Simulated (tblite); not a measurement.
# SiGe3 at GFN2-xTB (tblite): moving one setting at a time

Which settings matter? One reference run, then one change at a time; some changes are unwise on purpose.

Program: tblite 0.8.0. Level of theory: GFN2-xTB (tblite), atoms fixed, no spin polarisation. These are calculated values, not measurements.

## (1) The structure to begin with

The structure is tetragonal, space group P-4m2 (No. 115). Conventional cell: a = 3.970 Å, b = 3.970 Å, c = 5.594 Å, α = 90.00°, β = 90.00°, γ = 90.00°. Si (site symmetry -4m2) has 4 Ge at 2.41 Å in its first shell of neighbours. Ge (site symmetry 2mm) has 2 Si at 2.41 Å and 2 Ge at 2.45 Å in its first shell of neighbours. Ge (site symmetry -4m2) is surrounded by 4 Ge at 2.45 Å.

Structure file:

```
Si Ge
1.0
     3.96991    0.00000    0.00000
     0.00000    3.96991    0.00000
     0.00000    0.00000    5.59395
Si Ge
1 3
Direct
  0.00000 0.00000 0.00000
  0.00000 0.50000 0.24429
  0.50000 0.50000 0.50000
  0.50000 0.00000 0.75571
```

The structure type (ordered alloy on diamond lattice) is imposed and need not be the compound's stable one.

## (2) The reference run

The input, run.py:

```python
import json
from ase import Atoms
from ase.build import make_supercell
from ase.units import Bohr, GPa, Hartree
from tblite.interface import Calculator

atoms = Atoms(['Si', 'Ge', 'Ge', 'Ge'],
              cell=[[3.9699077, 0.0, 0.0], [0.0, 3.9699077, 0.0], [0.0, 0.0, 5.59395471]],
              scaled_positions=[[0.0, 0.0, 0.0], [0.0, 0.5, 0.244292574], [0.5, 0.5, 0.5], [0.5, 0.0, 0.755707426]],
              pbc=True)
cluster = make_supercell(atoms, [[3, 0, 0], [0, 3, 0], [0, 0, 2]])
calc = Calculator('GFN2-xTB', cluster.numbers, cluster.positions / Bohr, lattice=cluster.cell[:] / Bohr, periodic=cluster.pbc)
calc.set('temperature', 0.02 / Hartree)
calc.set('max-iter', 150)
res = calc.singlepoint()
levels = res.get('orbital-energies') * Hartree
nv = round(res.get('orbital-occupations').sum() / 2)
cells = len(cluster) // len(atoms)
out = {'energy_per_cell': res.get('energy') * Hartree / cells, 'homo': levels[nv - 1], 'lumo': levels[nv],
       'stress': (-res.get('virial') * Hartree / cluster.get_volume() / GPa).tolist(), 'charges': res.get('charges')[:len(atoms)].tolist(), 'electrons': 2 * nv / cells}
json.dump(out, open('results.json', 'w'))
for key, value in out.items():
    print(key, value)
```

On the command line:

```
$ python run.py
```

Standard output:

```text
------------------------------------------------------------
  cycle        total energy    energy error   density error
------------------------------------------------------------
      1     -130.9027381104  -1.3139382E+02   3.1867867E-01
      2     -116.5247284050   1.4378010E+01   4.4950917E-01
      3     -134.9475032200  -1.8422775E+01   1.6267014E-01
      4     -117.9182517859   1.7029251E+01   2.7103166E-01
      5     -136.6064886036  -1.8688237E+01   2.4555967E-02
      6     -136.5914409897   1.5047614E-02   2.0476964E-02
      7     -136.6084828072  -1.7041818E-02   8.8998243E-03
      8     -136.6054857511   2.9970561E-03   6.6244970E-03
      9     -136.6065187126  -1.0329615E-03   7.2808794E-03
     10     -136.6093285990  -2.8098864E-03   1.9319825E-03
     11     -136.6091788520   1.4974696E-04   2.5134717E-03
     12     -136.6094232122  -2.4436024E-04   1.1059961E-03
     13     -136.6094330903  -9.8780608E-06   7.0378058E-04
     14     -136.6094579001  -2.4809847E-05   3.5333253E-04
     15     -136.6094713677  -1.3467514E-05   1.3641034E-04
     16     -136.6094713156   5.2023609E-08   1.3164123E-04
     17     -136.6094734505  -2.1348937E-06   8.1865338E-05
     18     -136.6094732254   2.2508161E-07   8.5338120E-05
     19     -136.6094733236  -9.8110092E-08   7.4252989E-05
     20     -136.6094735506  -2.2706598E-07   4.8155197E-05
     21     -136.6094736975  -1.4683022E-07   2.2214461E-05
     22     -136.6094737111  -1.3673571E-08   1.6927354E-05
------------------------------------------------------------

 total:                                   7.629 sec
energy_per_cell -206.51850687439622
homo -7.850696902250824
lumo -6.40866491538826
stress [[-1.2250253796909905, 1.7487583863512496e-08, 1.8426276911902054e-07], [1.748758379759486e-08, -1.2250211912115396, 6.388029493648292e-09], [1.8426276896760512e-07, 6.388029487817589e-09, -2.346154486521878]]
charges [0.11602579452221756, -0.047241368577321856, -0.0215473168338889, -0.04728017135816592]
electrons 16.0
```

It took 8.4 s on 1 thread of Arm Neoverse V1, shared host; peak memory 0.15 GiB.

Gap 1.44 eV; pressure -1.6 GPa. The 72 atoms of the cluster fold only a few k-points onto the zone centre, so gap and energy may not be converged in the cluster's size.

## (3) Change: method = IPEA1-xTB

Changes to run.py since step 2:

```diff
@@ -11,3 +11,3 @@
 cluster = make_supercell(atoms, [[3, 0, 0], [0, 3, 0], [0, 0, 2]])
-calc = Calculator('GFN2-xTB', cluster.numbers, cluster.positions / Bohr, lattice=cluster.cell[:] / Bohr, periodic=cluster.pbc)
+calc = Calculator('IPEA1-xTB', cluster.numbers, cluster.positions / Bohr, lattice=cluster.cell[:] / Bohr, periodic=cluster.pbc)
 calc.set('temperature', 0.02 / Hartree)
```

On the command line:

```
$ python run.py
```

Standard output:

```text
------------------------------------------------------------
  cycle        total energy    energy error   density error
------------------------------------------------------------
      1     -154.9380399120  -1.5553332E+02   5.9460608E-01
      2     -153.3696477437   1.5683922E+00   3.9726579E-01
      3     -150.7593249215   2.6103228E+00   3.8915251E-01
      4     -154.8512877993  -4.0919629E+00   2.0729068E-01
      5     -158.5346184468  -3.6833306E+00   4.8383737E-02
      6     -158.7083118149  -1.7369337E-01   9.6212359E-03
      7     -158.7115765352  -3.2647203E-03   4.3844374E-03
      8     -158.7119447480  -3.6821280E-04   9.3957404E-04
      9     -158.7119809792  -3.6231173E-05   4.7605380E-04
     10     -158.7119879548  -6.9755907E-06   3.3343702E-05
     11     -158.7119879424   1.2400449E-08   2.9190418E-05
     12     -158.7119879785  -3.6120667E-08   2.4663381E-06
------------------------------------------------------------

 total:                                   6.408 sec
energy_per_cell -239.93184286538755
homo -10.200043804190349
lumo -10.200043803956223
stress [[17.19324600192951, 9.813679139977051e-13, -1.6743284475092302e-13], [9.813675657543813e-13, 17.193246001167537, 8.05276925333894e-14], [-1.6770447324579432e-13, 8.029222233135978e-14, 10.415163280091432]]
charges [0.4083497336823998, -0.1517195254388929, -0.1049118903690689, -0.15171937902266464]
electrons 16.0
```

Wall time 7.2 s (1 thread of Arm Neoverse V1, shared host); peak memory 0.15 GiB.

Totals of another method or basis aren't compared here.

## (4) Change: temperature = 0.3

Changes to run.py since step 3:

```diff
@@ -11,4 +11,4 @@
 cluster = make_supercell(atoms, [[3, 0, 0], [0, 3, 0], [0, 0, 2]])
-calc = Calculator('IPEA1-xTB', cluster.numbers, cluster.positions / Bohr, lattice=cluster.cell[:] / Bohr, periodic=cluster.pbc)
-calc.set('temperature', 0.02 / Hartree)
+calc = Calculator('GFN2-xTB', cluster.numbers, cluster.positions / Bohr, lattice=cluster.cell[:] / Bohr, periodic=cluster.pbc)
+calc.set('temperature', 0.3 / Hartree)
 calc.set('max-iter', 150)
```

On the command line:

```
$ python run.py
```

Standard output:

```text
------------------------------------------------------------
  cycle        total energy    energy error   density error
------------------------------------------------------------
      1     -130.8193819020  -1.3131046E+02   3.2054969E-01
      2     -113.7303611769   1.7089021E+01   4.5527090E-01
      3     -134.1759021909  -2.0445541E+01   1.7291681E-01
      4     -114.7036014682   1.9472301E+01   2.9400866E-01
      5     -136.6108413493  -2.1907240E+01   3.0316898E-02
      6     -136.5802317425   3.0609607E-02   2.5791017E-02
      7     -136.6331097941  -5.2878052E-02   9.7244211E-03
      8     -136.6289918016   4.1179924E-03   7.4974028E-03
      9     -136.6287452926   2.4650906E-04   1.0888457E-02
     10     -136.6334809990  -4.7357064E-03   2.1262781E-03
     11     -136.6334253028   5.5696215E-05   2.1765798E-03
     12     -136.6334952509  -6.9948144E-05   1.2060472E-03
     13     -136.6334572591   3.7991861E-05   1.2235429E-03
     14     -136.6336068217  -1.4956264E-04   4.2926231E-04
     15     -136.6336149811  -8.1594123E-06   2.4518589E-04
     16     -136.6336157074  -7.2629035E-07   2.1289032E-04
     17     -136.6336217465  -6.0390827E-06   7.5579985E-05
     18     -136.6336215420   2.0449806E-07   8.0268396E-05
     19     -136.6336215603  -1.8361874E-08   7.6130757E-05
     20     -136.6336218949  -3.3457482E-07   5.1252388E-05
     21     -136.6336220732  -1.7830391E-07   3.0281264E-05
     22     -136.6336221322  -5.9012024E-08   2.0928201E-05
     23     -136.6336221637  -3.1410053E-08   1.1922324E-05
------------------------------------------------------------

 total:                                   8.464 sec
energy_per_cell -206.55501314459087
homo -7.8507124654958265
lumo -6.404261274128289
stress [[-0.9284286005662757, 1.7379142281811887e-08, 4.190753595448396e-07], [1.73791423409179e-08, -0.9284300255800706, -2.264387211728815e-07], [4.1907535913430477e-07, -2.2643872097184603e-07, -2.0898827535509192]]
charges [0.11231494810431782, -0.046016072842029035, -0.020292091342392092, -0.046006002646335246]
electrons 16.0
```

It took 9.4 s on 1 thread of Arm Neoverse V1, shared host; peak memory 0.15 GiB.

Against the reference run the gap moves by 0.00 eV and the energy by -9.1 meV/atom. At a high electronic temperature the free energy holds a large −TS term.

## (5) Change: accuracy = 0.01

Changes to run.py since step 4:

```diff
@@ -12,4 +12,5 @@
 calc = Calculator('GFN2-xTB', cluster.numbers, cluster.positions / Bohr, lattice=cluster.cell[:] / Bohr, periodic=cluster.pbc)
-calc.set('temperature', 0.3 / Hartree)
+calc.set('temperature', 0.02 / Hartree)
 calc.set('max-iter', 150)
+calc.set('accuracy', 0.01)
 res = calc.singlepoint()
```

On the command line:

```
$ python run.py
```

Standard output:

```text
------------------------------------------------------------
  cycle        total energy    energy error   density error
------------------------------------------------------------
      1     -130.9027381104  -1.3139382E+02   3.1867867E-01
      2     -116.5247284050   1.4378010E+01   4.4950917E-01
      3     -134.9475032200  -1.8422775E+01   1.6267014E-01
      4     -117.9182517859   1.7029251E+01   2.7103166E-01
      5     -136.6064886036  -1.8688237E+01   2.4555967E-02
      6     -136.5914409897   1.5047614E-02   2.0476964E-02
      7     -136.6084828072  -1.7041818E-02   8.8998243E-03
      8     -136.6054857511   2.9970561E-03   6.6244970E-03
      9     -136.6065187126  -1.0329615E-03   7.2808794E-03
     10     -136.6093285990  -2.8098864E-03   1.9319825E-03
     11     -136.6091788520   1.4974696E-04   2.5134717E-03
     12     -136.6094232122  -2.4436024E-04   1.1059961E-03
     13     -136.6094330903  -9.8780608E-06   7.0378058E-04
     14     -136.6094579001  -2.4809847E-05   3.5333253E-04
     15     -136.6094713677  -1.3467514E-05   1.3641034E-04
     16     -136.6094713156   5.2023609E-08   1.3164123E-04
     17     -136.6094734505  -2.1348937E-06   8.1865338E-05
     18     -136.6094732254   2.2508161E-07   8.5338120E-05
     19     -136.6094733236  -9.8110092E-08   7.4252989E-05
     20     -136.6094735506  -2.2706598E-07   4.8155197E-05
     21     -136.6094736975  -1.4683022E-07   2.2214461E-05
     22     -136.6094737111  -1.3673571E-08   1.6927354E-05
     23     -136.6094737272  -1.6055651E-08   7.9456542E-06
     24     -136.6094737259   1.2928751E-09   5.9484376E-06
     25     -136.6094737272  -1.3070576E-09   2.3465771E-06
     26     -136.6094737270   1.9045387E-10   2.8786513E-06
     27     -136.6094737270   3.7005066E-11   3.1750669E-06
     28     -136.6094737270  -6.3238303E-11   2.8500959E-06
     29     -136.6094737270   5.9316108E-11   3.0593244E-06
     30     -136.6094737269   1.1075940E-10   3.2278557E-06
     31     -136.6094737270  -1.0018653E-10   2.5456900E-06
     32     -136.6094737273  -3.1783998E-10   2.5933981E-07
     33     -136.6094737273  -2.3874236E-12   2.2955351E-07
     34     -136.6094737273  -2.7000624E-12   1.2968352E-07
------------------------------------------------------------

 total:                                   9.973 sec
energy_per_cell -206.518506898824
homo -7.8507136184816435
lumo -6.408682664053593
stress [[-1.2252134886202675, 1.7769516013762437e-08, 1.6139087872308312e-07], [1.7769516007799014e-08, -1.2252138057233384, 3.07451888925221e-08], [1.6139087879514376e-07, 3.074518897985299e-08, -2.3463059564846565]]
charges [0.11598236303871669, -0.047241436925617546, -0.021494151852072298, -0.04724038809327328]
electrons 16.0
```

Wall time 11 s (1 thread of Arm Neoverse V1, shared host); peak memory 0.15 GiB.

Against the reference run the gap moves by 0.00 eV and the energy by 0.0 meV/atom.

## (6) Change: charge = 2.0

Changes to run.py since step 5:

```diff
@@ -11,6 +11,5 @@
 cluster = make_supercell(atoms, [[3, 0, 0], [0, 3, 0], [0, 0, 2]])
-calc = Calculator('GFN2-xTB', cluster.numbers, cluster.positions / Bohr, lattice=cluster.cell[:] / Bohr, periodic=cluster.pbc)
+calc = Calculator('GFN2-xTB', cluster.numbers, cluster.positions / Bohr, lattice=cluster.cell[:] / Bohr, charge=2.0, periodic=cluster.pbc)
 calc.set('temperature', 0.02 / Hartree)
 calc.set('max-iter', 150)
-calc.set('accuracy', 0.01)
 res = calc.singlepoint()
```

On the command line:

```
$ python run.py
```

Standard output:

```text
------------------------------------------------------------
  cycle        total energy    energy error   density error
------------------------------------------------------------
      1     -130.0615299048  -1.3055261E+02   3.2113257E-01
      2     -115.3547656455   1.4706764E+01   4.6122223E-01
      3     -134.4781913581  -1.9123426E+01   1.6100843E-01
      4     -117.0763634439   1.7401828E+01   2.7234230E-01
      5     -136.0022200782  -1.8925857E+01   2.3910646E-02
      6     -135.9905533126   1.1666766E-02   1.9516936E-02
      7     -136.0028566960  -1.2303383E-02   8.8363378E-03
      8     -136.0007222526   2.1344433E-03   6.5924175E-03
      9     -135.9996736949   1.0485578E-03   1.0796951E-02
     10     -136.0040953951  -4.4217002E-03   1.6798522E-03
     11     -136.0039332405   1.6215461E-04   2.1795070E-03
     12     -136.0042080836  -2.7484312E-04   8.0776028E-04
     13     -136.0042167637  -8.6801110E-06   5.9274700E-04
     14     -136.0042363449  -1.9581240E-05   3.3199814E-04
     15     -136.0042471372  -1.0792316E-05   1.3837272E-04
     16     -136.0042471141   2.3114836E-08   1.4627964E-04
     17     -136.0042490802  -1.9660765E-06   5.3333694E-05
     18     -136.0042490812  -1.0249721E-09   5.3260831E-05
     19     -136.0042490533   2.7961477E-08   5.7959875E-05
     20     -136.0042490972  -4.3939792E-08   4.1315457E-05
     21     -136.0042491631  -6.5932568E-08   2.5653745E-05
     22     -136.0042492027  -3.9528175E-08   1.5597839E-05
------------------------------------------------------------

 total:                                   7.980 sec
energy_per_cell -205.60356255601175
homo -8.693896462621076
lumo -8.691924617168363
stress [[-1.4713571774415832, 2.8060474482770207e-08, 3.253048562837121e-07], [2.8060474419275952e-08, -1.4713556789769096, -1.1503097873796682e-08], [3.253048563187851e-07, -1.150309784749066e-08, -2.6038234851780375]]
charges [0.14366594081811204, -0.019430796564504194, 0.006311783635258805, -0.019448283382325883]
electrons 15.88888888888889
```

It took 8.8 s on 1 thread of Arm Neoverse V1, shared host; peak memory 0.15 GiB.

A charged periodic cell is another system, so nothing is compared.

## (7) Change: cluster = 1x1x1

Changes to run.py since step 6:

```diff
@@ -10,4 +10,4 @@
               pbc=True)
-cluster = make_supercell(atoms, [[3, 0, 0], [0, 3, 0], [0, 0, 2]])
-calc = Calculator('GFN2-xTB', cluster.numbers, cluster.positions / Bohr, lattice=cluster.cell[:] / Bohr, charge=2.0, periodic=cluster.pbc)
+cluster = make_supercell(atoms, [[1, 0, 0], [0, 1, 0], [0, 0, 1]])
+calc = Calculator('GFN2-xTB', cluster.numbers, cluster.positions / Bohr, lattice=cluster.cell[:] / Bohr, periodic=cluster.pbc)
 calc.set('temperature', 0.02 / Hartree)
```

On the command line:

```
$ python run.py
```

Standard output:

```text
------------------------------------------------------------
  cycle        total energy    energy error   density error
------------------------------------------------------------
      1     -6.857767038732  -6.8850494E+00   4.0214440E-01
      2     -6.344995337274   5.1277170E-01   5.4914496E-01
      3     -6.959155134285  -6.1415980E-01   3.1305551E-01
      4     -6.872502843522   8.6652291E-02   2.2137812E-01
      5     -7.010457453668  -1.3795461E-01   2.1880666E-01
      6     -7.014215645855  -3.7581922E-03   2.0941311E-01
      7     -7.014062638452   1.5300740E-04   2.0963032E-01
      8     -7.039820864211  -2.5758226E-02   1.5618984E-01
      9     -7.039521889766   2.9897444E-04   1.5527493E-01
     10     -7.038115122461   1.4067673E-03   1.7736703E-01
     11     -7.036843418180   1.2717043E-03   1.9674232E-01
     12     -7.054318029704  -1.7474612E-02   7.2197192E-02
     13     -7.057035146045  -2.7171163E-03   5.1855186E-02
     14     -7.057826907074  -7.9176103E-04   3.1030843E-02
     15     -7.057649137741   1.7776933E-04   2.7195442E-02
     16     -7.058308079582  -6.5894184E-04   5.8700067E-03
     17     -7.058316919809  -8.8402274E-06   1.6932288E-03
     18     -7.058316771246   1.4856344E-07   1.7367305E-03
     19     -7.058316657259   1.1398651E-07   1.9214503E-03
     20     -7.058317323489  -6.6622950E-07   8.1627963E-04
     21     -7.058317064300   2.5918895E-07   5.9142527E-04
     22     -7.058317309585  -2.4528576E-07   2.9202962E-04
     23     -7.058317407423  -9.7838028E-08   5.0626371E-05
     24     -7.058317407276   1.4718360E-10   2.9644031E-05
     25     -7.058317407824  -5.4820859E-10   1.1353871E-05
------------------------------------------------------------

 total:                                   0.348 sec
energy_per_cell -192.0665996668211
homo -8.17877904605132
lumo -6.5319173156114205
stress [[18.46720436158766, 7.090066684628602e-08, -3.315943208389302e-07], [7.090066713969992e-08, 18.46720007848655, -5.825910050449444e-08], [-3.315943215682005e-07, -5.825910040360292e-08, -2.3442468723370746]]
charges [0.20116886343132068, -0.10442001133278808, 0.007671041830956987, -0.10441989392949495]
electrons 16.0
```

It took 1.1 s on 1 thread of Arm Neoverse V1, shared host; peak memory 0.091 GiB.

Against the reference run the gap moves by +0.20 eV and the energy by +3613.0 meV/atom. One cell at the zone centre alone can't describe the crystal.

## (8) What moved

| change | ends | gap (eV) | energy (meV/atom) | pressure (GPa) | time |
| --- | --- | --- | --- | --- | --- |
| none | converged | 1.44 | 0 | -1.6 | 8.4 s |
| method = IPEA1-xTB | converged | -1.44 | – | +16.5 | 7.2 s |
| temperature = 0.3 | converged | 0.00 | -9.1 | +0.3 | 9.4 s |
| accuracy = 0.01 | converged | 0.00 | 0.0 | 0.0 | 11 s |
| charge = 2.0 | converged | – | – | – | 8.8 s |
| cluster = 1x1x1 | converged | +0.20 | +3613.0 | +13.1 | 1.1 s |

The first row holds values, the others changes from it. Keys are the program's: temperature in eV (tblite) or K (CP2K), cutoffs in Ry, CUTOFP in Å. Among the numerical settings, cluster = 1x1x1 moves the energy most (+3613.0 meV/atom). The runs test settings. The reference's gap and pressure are those of this cheap level and cell, not checked here against a higher level, and such methods can miss a gap or a metal outright.
